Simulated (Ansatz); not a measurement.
# Ta4NiO11 (Cmmm) in Ansatz: single point with PBE

Aim: the single point of Ta4NiO11 with PBE.

Everything below comes from runs of Ansatz 0.2.0. Logs are shortened: lines on timing, memory, paths and dates and some standing lists are left out, and cuts for length are marked.

## 1. Starting point

It takes space group Cmmm (No. 65, orthorhombic). The conventional cell has a = 3.910 Å, b = 29.659 Å, c = 3.886 Å, α = 90.00°, β = 90.00°, γ = 90.00°. Around Ta (site symmetry m2m) lie 5 O at 1.91 to 2.02 Å. Ta (site symmetry m2m) is surrounded by 5 O at 1.91 to 1.99 Å. Around Ni (site symmetry mmm) lie 4 O at 1.88 to 1.95 Å. O (site symmetry m2m) is surrounded by 2 Ta at 1.91 Å. O (site symmetry m2m) has 3 Ta at 2.02 to 2.21 Å as nearest neighbours. O (site symmetry m2m) is surrounded by 1 Ni at 1.88 Å and 2 Ta at 1.99 Å. O (site symmetry mmm) has 2 Ni at 1.95 Å and 2 Ta at 2.24 Å as nearest neighbours. O (site symmetry m2m) has 2 Ta at 1.95 Å as nearest neighbours.

The cell was built by a generator and needn't be a form met in nature.

## 2. Single point, PBE, collinear spin, ferromagnetic start

input.yaml reads:

```yaml
crystal:
  lattice:
    - [1.95495, -14.82973, 0.0]
    - [1.95495, 14.82973, 0.0]
    - [0.0, 0.0, 3.8859]
  atoms:
    - { symbol: Ta, position: [0.20437, 0.79563, 0.0] }
    - { symbol: Ta, position: [0.92451, 0.07549, 0.0] }
    - { symbol: Ta, position: [0.07549, 0.92451, 0.0] }
    - { symbol: Ta, position: [0.79563, 0.20437, 0.0] }
    - { symbol: Ni, position: [0.5, 0.5, 0.0], spin: 1.0 }
    - { symbol: O, position: [0.13987, 0.86013, 0.0] }
    - { symbol: O, position: [0.72107, 0.27893, 0.0] }
    - { symbol: O, position: [0.43645, 0.56355, 0.0] }
    - { symbol: O, position: [0.56355, 0.43645, 0.0] }
    - { symbol: O, position: [0.0, 0.0, 0.0] }
    - { symbol: O, position: [0.86013, 0.13987, 0.0] }
    - { symbol: O, position: [0.27893, 0.72107, 0.0] }
    - { symbol: O, position: [0.9279, 0.0721, 0.5] }
    - { symbol: O, position: [0.0721, 0.9279, 0.5] }
    - { symbol: O, position: [0.79436, 0.20564, 0.5] }
    - { symbol: O, position: [0.20564, 0.79436, 0.5] }
hamiltonian:
  xc: pbe
  pseudopotentials: { kind: nc }
magnetization:
  spin_polarized: true
kpoints:
  mp_grid: { grid: [7, 7, 7] }
scf:
  occupations: { method: fermi_dirac, width: 0.05 }
output:
  forces: true
  stress: true
  eigenvalues: true
```

Potentials or basis: Ansatz NC.

Launch:

```console
> ansatz run input.yaml --threads 8 --pin off --max-ram 20480MiB --backend cpu --events-out ev --progress --plain --runs-dir out
```

What it wrote:

```text
Warning: RAYON_NUM_THREADS=8 ignored (pool sized by the plan → 8); use --threads N
basis.fft_grid_basis auto: the FFT boxes are laid along the combinations [[1, 1, 0], [0, 1, 0], [0, 0, 1]] of the cell's own vectors, 3.910, 14.958 and 3.886 Å long. The dense box has 48×192×48 points. Along the cell's own vectors, as sized, it would have 192×192×48, 4.00 times as many. Of the 8 symmetry operations that the crystal satisfies within crystal.symmetry.tolerance (time reversal apart; of a slab, those that keep its plane) the dense box along the cell's own vectors carries 8, and the one as laid loses 4 of those. basis.fft_grid_basis: typed keeps the cell's own vectors: state it where this run's energies or levels are differenced outside the engine with another run's, or held beside a run that keeps those vectors.
Engine: ansatz 0.2.0, x86_64-unknown-linux-gnu
Pseudopotentials: kind: nc
Pseudopotential: Ta, nc, valence charge 27, recommended cutoff 1000 eV (normal), Ta.nc.azcp
Pseudopotential: Ni, nc, valence charge 18, recommended cutoff 1400 eV (normal), Ni.nc.azcp
Pseudopotential: O, nc, valence charge 6, recommended cutoff 1240 eV (normal), O.nc.azcp
Functional definition: PBE
  parameter kappa = 0.804
  parameter beta = 0.06672455060314922
  exchange = pbe_x(kappa = kappa, mu = beta*pi^2/3)
  correlation = pbe_c(beta = beta)
Crystal: 16 atoms, lattice volume = 225.315 Å³
Basis set: ecut = 1400 eV, 26735 PW (Γ), FFT grids on a1+a2, a2, a3, exchange–correlation on 96×384×96 points (8 copies of the dense FFT grid, shifted against one another)
Bands: 116, of which v1, the nominal top of the filled ones, is band 96 counted from 1 (95 counted from 0)
Symmetry: 8 space group operations
Space group: Cmmm (ITA 65), of the structure as read, at distance tolerance 6.1e-5 Å
Magnetic group: BNS 65.481 (UNI 579), of the structure as read, at distance tolerance 6.1e-5 Å
k-points: 64 of 343
Non-local potential: Ta, projectors of the file, l = 0: 2, l = 1: 2, l = 2: 2, l = 3: 2
Non-local potential: Ni, projectors of the file, l = 0: 2, l = 1: 2, l = 2: 2
Non-local potential: O, projectors of the file, l = 0: 2, l = 1: 2, l = 2: 1
Initial density: superposition of atomic densities (chi_scale 0.1, normalization cell, long waves kept (reshape's long-wave potential 0.12 eV rms))
Starting moments: Σ|m| = 1 μB on 1 of 16 sites
Initial wavefunctions: pseudopotential atomic-orbital guess
Functional: x = pbe(κ = 0.804, μ = 0.2195149727645171), c = pbe(β = 0.06672455060314922)
SCF iter   1: F=—  HF=-42030.882567 eV  |F-HF|=—  |Δ(HF+E_count)|=         —  Δρ=8.17e-2 (↑5.38e-2 ↓8.17e-2)  dr2=3.06e1  dr2_m=9.53e-1  M=0.433 μB ∫|m|=0.459 μB  β_m=0.30  ethr=3.10e-3  ⟨swp⟩=5.8  Hψ=50929  notcnv=0  defer=398
preconditioner: auto → none  [metal: Δε(μ)=0.018 eV  Ē_g=16.869 eV  σ=0.050 eV  W_gap=0.09  n_scr=74 (ndim 8)  ℏωp=30.5 eV  f_vac=0.165  D(μ)=3.39/eV (n_scr^D=12)  sad-step TF]
SCF iter   2: F=—  HF=-42026.539809 eV  |F-HF|=—  |Δ(HF+E_count)|=    4.34e0  Δρ=4.49e-2 (↑4.49e-2 ↓4.44e-2)  dr2=8.19e0  dr2_m=3.55e-1  M=0.330 μB ∫|m|=0.436 μB  β_m=0.30  ethr=3.10e-3  ⟨swp⟩=2.6  Hψ=30579  notcnv=0  defer=1589
spin-set hold released at iteration 2 (site moments show no strong build): the magnetisation degrees of freedom join the quasi-Newton model from the next iteration; the mixer history was kept
[... 14 lines left out ...]
SCF iter  17: F=—  HF=-42023.967630 eV  |F-HF|=—  |Δ(HF+E_count)|=   1.15e-6  Δρ=5.64e-6 (↑5.64e-6 ↓5.41e-6)  dr2=1.06e-7  dr2_m=3.39e-8  M=0.857 μB ∫|m|=0.904 μB  β_m=0.49  ethr=6.17e-10  ⟨swp⟩=3.0  Hψ=26822  notcnv=0  defer=1629
SCF iter  18: F=—  HF=-42023.967630 eV  |F-HF|=—  |Δ(HF+E_count)|=  4.66e-10  Δρ=3.10e-6 (↑2.54e-6 ↓3.10e-6)  dr2=1.91e-8  dr2_m=9.97e-9  M=0.857 μB ∫|m|=0.904 μB  β_m=0.51  ethr=5.21e-11  ⟨swp⟩=13.0  Hψ=62961  notcnv=0
SCF iter  19: F=-42023.967630 eV  HF=-42023.967630 eV  |F-HF|=5.01e-9  |Δ(HF+E_count)|=   1.39e-9  Δρ=1.32e-6 (↑1.16e-6 ↓1.32e-6)  dr2=6.25e-9  dr2_m=1.75e-9  M=0.857 μB ∫|m|=0.904 μB  ethr=9.96e-12  ⟨swp⟩=3.5  Hψ=37656  notcnv=0
SCF 1 converged in 19 iterations: F = -42023.967630 eV  dr2 = 6.25e-9
SCF converged after 19 iterations
Magnetization: 0.8569 μB (96.4284 up, 95.5716 down)
Absolute magnetization: 0.9038 μB (∫|ρ↑−ρ↓|)
Spin contamination: 0.0217 ħ² per cell (⟨S²⟩ above its minimum at these occupations)
Per-site moments (μB) at R_I (Å): [(-1.0298703590069523e-5, 0.7891270076250002), (-0.0011056021223932843, 0.7876588643550003), (-0.001105602122393184, 0.7876588643550003), (-1.0298703590294132e-5, 0.7891270076250002), (0.6963823452355435, 0.7775042067374998), (-0.0004697939605174851, 0.7876588643550003), (-3.914591997511658e-5, 0.8318975005336526), (0.008803763485371562, 0.7775042067374998), (0.008803763485371673, 0.7775042067374998), (0.09126227697872018, 0.8064168749999999), (-0.00046979396051739694, 0.7876588643550003), (-3.914591997512599e-5, 0.8318975005336526), (0.0028284239199081102, 0.8025393020140705), (0.002828423919908379, 0.8025393020140705), (5.061679734360674e-5, 0.801617475166735), (5.061679734378157e-5, 0.801617475166735)]
Free energy (F): -42023.967630 eV
Harris-Foulkes:  -42023.967630 eV  (|F-HF|=5.01e-9)
Internal energy: -42023.954740 eV  (E = F + TS)
E sigma→0 (E₀):  -42023.961185 eV
Entropy (-TS):   -0.012890 eV (-0.806 meV/atom)
Fermi energy:    10.419114 eV
--- Per-component energies (eV) ---
  E_band       = -1830.230494
  E_kinetic    = 20018.269341
  E_local      = -40232.807352  (includes V_loc(G=0)·N_el)
  E_nonlocal   = -8546.426022
  E_hartree    = 15938.471300
  E_xc         = -7357.200677
  E_vxc        = -4946.209087  (∫ρ·V_xc dr)
  E_ewald      = -21844.261330
  E_smearing   = -0.012890  (= −TS)
  E_closure    = -0.000000  (closes the sum)
  Σ components = -42023.967630   (vs F -42023.967630, Δ=0.00e0)
--- Forces (eV/Å), atoms counted from 1 ---
  atom   1  Ta     0.00000000     0.00146514     0.00000000
  atom   2  Ta     0.00000000     0.00159828     0.00000000
  atom   3  Ta     0.00000000    -0.00159828     0.00000000
  atom   4  Ta     0.00000000    -0.00146514     0.00000000
  atom   5  Ni     0.00000000     0.00000000     0.00000000
  atom   6  O      0.00000000    -0.01016929     0.00000000
[... 8 lines left out ...]
  atom  15  O      0.00000000     0.00193103     0.00000000
  atom  16  O      0.00000000    -0.00193103     0.00000000
  max |Σ_I F_I| component: 0.00e0 eV/Å
--- Stress (GPa, compression-positive) ---
        0.181188       0.000000       0.000000
        0.000000       0.440152       0.000000
        0.000000       0.000000       0.275129
  P = ⅓ Tr σ = 0.2988 GPa (2.988 kbar)
--- Band table (eV; the first three rows and the last of 128) ---
  k-point 0 ↑: bands = ["-93.1159", "-58.4740", "-58.4666", "-58.3537", "-58.3537", "-53.9528", "-53.8598", "-52.8196", "-25.2198", "-25.0861", "-25.0790", "-25.0341", "-25.0174", "-25.0027", "-24.9640", "-24.9639", "-24.8801", "-24.8636", "-24.7580", "-24.7577", "-10.5911", "-10.5525", "-10.5052", "-10.5015", "-10.4463", "-10.4432", "-10.4311", "-10.4278", "-10.3892", "-10.3889", "-10.3835", "-10.3810", "-10.3136", "-10.3107", "-10.3106", "-10.3016", "-10.3006", "-10.2986", "-10.2711", "-10.2680", "-10.2601", "-10.2598", "-10.2061", "-10.2019", "-10.1670", "-10.1670", "-10.1499", "-10.1498", "-9.0720", "-8.8624", "-8.7603", "-8.1902", "-8.1079", "-7.8166", "-7.6354", "-7.5542", "-7.5474", "-7.4719", "-7.4627", "3.7640", "3.7922", "4.4113", "4.4216", "4.7578", "5.2413", "5.2752", "5.4500", "6.2204", "6.3548", "6.4263", "6.4757", "6.6196", "6.6749", "6.7753", "6.7821", "7.0480", "7.1378", "7.1623", "7.6632", "7.8523", "7.8560", "8.0467", "8.2513", "8.3188", "8.3220", "8.3727", "8.4815", "8.4899", "8.5058", "8.5387", "8.5433", "8.6214", "8.6714", "9.1279", "9.1403", "9.5300", "9.8178", "11.4930", "11.7710", "11.7915", "11.9473", "12.0027", "12.1908", "12.9340", "13.0267", "13.7238", "13.8552", "14.2940", "14.5130", "14.7132", "15.3640", "15.4264", "16.2578", "16.2783", "16.6712", "16.7064"]
  k-point 1 ↑: bands = ["-93.1159", "-58.4738", "-58.4664", "-58.3535", "-58.3535", "-53.9528", "-53.8598", "-52.8197", "-25.2188", "-25.0853", "-25.0782", "-25.0332", "-25.0166", "-25.0019", "-24.9631", "-24.9630", "-24.9024", "-24.8855", "-24.7801", "-24.7798", "-10.5910", "-10.5523", "-10.5052", "-10.5015", "-10.4461", "-10.4431", "-10.4311", "-10.4278", "-10.3892", "-10.3888", "-10.3836", "-10.3811", "-10.3128", "-10.3107", "-10.3107", "-10.3010", "-10.2998", "-10.2978", "-10.2887", "-10.2849", "-10.2604", "-10.2602", "-10.2054", "-10.2012", "-10.1669", "-10.1665", "-10.1662", "-10.1661", "-9.0494", "-8.8275", "-8.7397", "-8.1774", "-8.1004", "-7.7470", "-7.5004", "-7.4045", "-7.3228", "-7.2925", "-7.2785", "3.7722", "3.7993", "4.4194", "4.4371", "4.7742", "5.2544", "5.2892", "5.4208", "5.7955", "5.9609", "6.1704", "6.3528", "6.4335", "6.4509", "6.6279", "6.7841", "7.0397", "7.0468", "7.1526", "7.1537", "7.4295", "7.5149", "7.7824", "7.8620", "7.8704", "7.8936", "8.0762", "8.0812", "8.2306", "8.2397", "8.2474", "8.3100", "8.5398", "8.5696", "9.0788", "9.1745", "9.5453", "9.7911", "12.1810", "12.4425", "12.4554", "12.5627", "12.5739", "12.6372", "12.9650", "13.0657", "13.9638", "14.0768", "14.5130", "14.5247", "14.7217", "15.5011", "15.5978", "16.3049", "16.4242", "16.9826", "17.1247"]
  k-point 2 ↑: bands = ["-93.1159", "-58.4735", "-58.4661", "-58.3532", "-58.3532", "-53.9528", "-53.8598", "-52.8198", "-25.2167", "-25.0833", "-25.0762", "-25.0312", "-25.0148", "-25.0000", "-24.9612", "-24.9612", "-24.9520", "-24.9341", "-24.8292", "-24.8289", "-10.5906", "-10.5518", "-10.5052", "-10.5015", "-10.4458", "-10.4426", "-10.4312", "-10.4279", "-10.3892", "-10.3888", "-10.3840", "-10.3814", "-10.3200", "-10.3164", "-10.3109", "-10.3108", "-10.3108", "-10.2986", "-10.2978", "-10.2958", "-10.2615", "-10.2612", "-10.2046", "-10.2020", "-10.1960", "-10.1938", "-10.1642", "-10.1642", "-9.0113", "-8.7730", "-8.7070", "-8.1607", "-8.0874", "-7.6909", "-7.4806", "-6.8392", "-6.7308", "-6.7162", "-6.7132", "3.7915", "3.8167", "4.4410", "4.4763", "4.8154", "4.8873", "4.9923", "5.1394", "5.2187", "5.2936", "5.3081", "5.3271", "5.5923", "5.7568", "6.1428", "6.4520", "6.6469", "6.6556", "6.7685", "6.9873", "7.0287", "7.0856", "7.1538", "7.1787", "7.4010", "7.4392", "7.4449", "7.5969", "7.6343", "7.8518", "8.2505", "8.5097", "8.8135", "8.8295", "9.0551", "9.2383", "9.6031", "9.7516", "12.9167", "13.0094", "13.5404", "13.6849", "13.7332", "13.7345", "13.7636", "13.8460", "14.5521", "14.7361", "14.7418", "14.7760", "15.1046", "15.7341", "15.9507", "16.3626", "16.8040", "17.2122", "17.3368"]
  k-point 63 ↓: bands = ["-92.2751", "-58.4732", "-58.4658", "-58.3542", "-58.3542", "-53.0336", "-52.8309", "-52.0798", "-25.2147", "-25.0862", "-25.0747", "-25.0208", "-25.0133", "-25.0059", "-24.9912", "-24.9726", "-24.9614", "-24.9613", "-24.8701", "-24.8697", "-10.5905", "-10.5512", "-10.5052", "-10.5015", "-10.4472", "-10.4407", "-10.4313", "-10.4280", "-10.3901", "-10.3897", "-10.3844", "-10.3818", "-10.3392", "-10.3358", "-10.3124", "-10.3123", "-10.3094", "-10.2974", "-10.2962", "-10.2943", "-10.2641", "-10.2638", "-10.2173", "-10.2173", "-10.2013", "-10.1973", "-10.1645", "-10.1645", "-8.9449", "-8.7560", "-8.6626", "-8.1629", "-7.9838", "-7.6111", "-7.4744", "-6.2975", "-6.1746", "-6.1635", "-6.1615", "3.5497", "3.8293", "3.9324", "3.9800", "3.9911", "4.4201", "4.5080", "4.7084", "4.8082", "4.8851", "4.9033", "5.0689", "5.4041", "5.8076", "5.9586", "6.1473", "6.5142", "6.6162", "6.6448", "6.7971", "6.8418", "6.8887", "6.9261", "6.9806", "7.1846", "7.2123", "7.3043", "7.3378", "7.6430", "7.7051", "8.1769", "8.9060", "9.1212", "9.4103", "9.6887", "9.7745", "10.1421", "10.9336", "12.9297", "13.0906", "14.5062", "14.5881", "14.6357", "14.6666", "14.6764", "14.6868", "14.7421", "14.7793", "15.4563", "15.5149", "15.7385", "15.9941", "16.4015", "16.7360", "16.8702", "16.9902", "17.4600"]
```

Wall time 3 min (8 threads of Intel Xeon 6975P-C (Granite Rapids), shared host); peak memory 12 GiB.

Results:

- Free energy: -42023.9676 eV
- Pressure: 0.3 GPa
- Largest force: 0.069 eV/Å
- Band gap on the k mesh: none (metal or under the smearing width)
- Net moment: 0.86 μB per cell
- Absolute moment: 0.90 μB per cell
- Site moments: Ta -0.00; Ni +0.70; O -0.00, +0.01, +0.09, +0.00 μB

Forces on the atoms (eV/Å):
```
Ta   0.000  0.001  0.000
Ta   0.000  0.002  0.000
Ta   0.000 -0.002  0.000
Ta   0.000 -0.001  0.000
Ni   0.000  0.000  0.000
O    0.000 -0.010  0.000
O    0.000  0.006  0.000
O    0.000  0.069  0.000
O    0.000 -0.069  0.000
O    0.000  0.000  0.000
O    0.000  0.010  0.000
O    0.000 -0.006  0.000
O    0.000 -0.010  0.000
O    0.000  0.010  0.000
O    0.000  0.002  0.000
O    0.000 -0.002  0.000
```

Levels at points of the mesh, in eV from the Fermi level:
Spin up:
| k point | band 94 | band 95 | band 96 | band 97 | band 98 | band 99 |
| --- | --- | --- | --- | --- | --- | --- |
| (0.00, 0.00, 0.00) | -1.29 | -1.28 | -0.89 | -0.60 | 1.07 | 1.35 |
Spin down:
```
           k point  band 93  band 94  band 95  band 96  band 97  band 98  band 99  band 100
(0.00, 0.00, 0.00)    -0.97    -0.89    -0.73    -0.21     0.32     1.07     1.35      1.39
```

Caveat: a cell with one magnetic atom can't hold antiferromagnetic order, which such compounds often take; semilocal functionals often make such compounds metallic where correlation or magnetic order opens a gap, which also shifts bond lengths.
